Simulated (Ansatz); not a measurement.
# LuPd: the cost of one run

Method: DFT r²SCAN, frozen-core PAW and all-electron LAPW, scalar-relativistic unless said, in Ansatz 0.2.0.

1 further run of the same task is left out (it didn't finish).

## 1. The system as given

The structure is cubic, space group Pm-3m (No. 221). The conventional cell has a = 3.415 Å, b = 3.415 Å, c = 3.415 Å, α = 90.00°, β = 90.00°, γ = 90.00°. Lu (site symmetry m-3m) has 8 Pd at 2.96 Å as nearest neighbours. Pd (site symmetry m-3m) is surrounded by 8 Lu at 2.96 Å.

As a file:

```
CELL_PARAMETERS angstrom
3.41500 0.00000 0.00000
0.00000 3.41500 0.00000
0.00000 0.00000 3.41500
ATOMIC_POSITIONS crystal
Lu 0.00000 0.00000 0.00000
Pd 0.50000 0.50000 0.50000
```

Cartesian axes are those of the input's lattice vectors. The structure goes back to a database entry.

## 2. Cell and atoms relaxed, PAW

Input file input.yaml:

```yaml
crystal:
  lattice:
    - [3.415, 0.0, 0.0]
    - [0.0, 3.415, 0.0]
    - [0.0, 0.0, 3.415]
  atoms:
    - { symbol: Lu, position: [0.0, 0.0, 0.0] }
    - { symbol: Pd, position: [0.5, 0.5, 0.5] }
kpoints:
  mp_grid: { grid: [14, 14, 14] }
scf:
  occupations: { method: fermi_dirac, width: 0.1 }
hamiltonian:
  xc: r2scan
  pseudopotentials: { kind: paw }
relax:
  f_tol: 0.002
  max_steps: 80
  cell: {}
output:
  forces: true
  stress: true
```

Launch:

```console
ansatz run input.yaml --threads 1 --pin off --max-ram 2560MiB --backend cpu --events-out ev --progress --plain --runs-dir out
```

Q: Estimate wall time and peak memory on 1 thread of Arm Neoverse V2, shared host.

About 66 s, with a peak of 0.49 GiB.
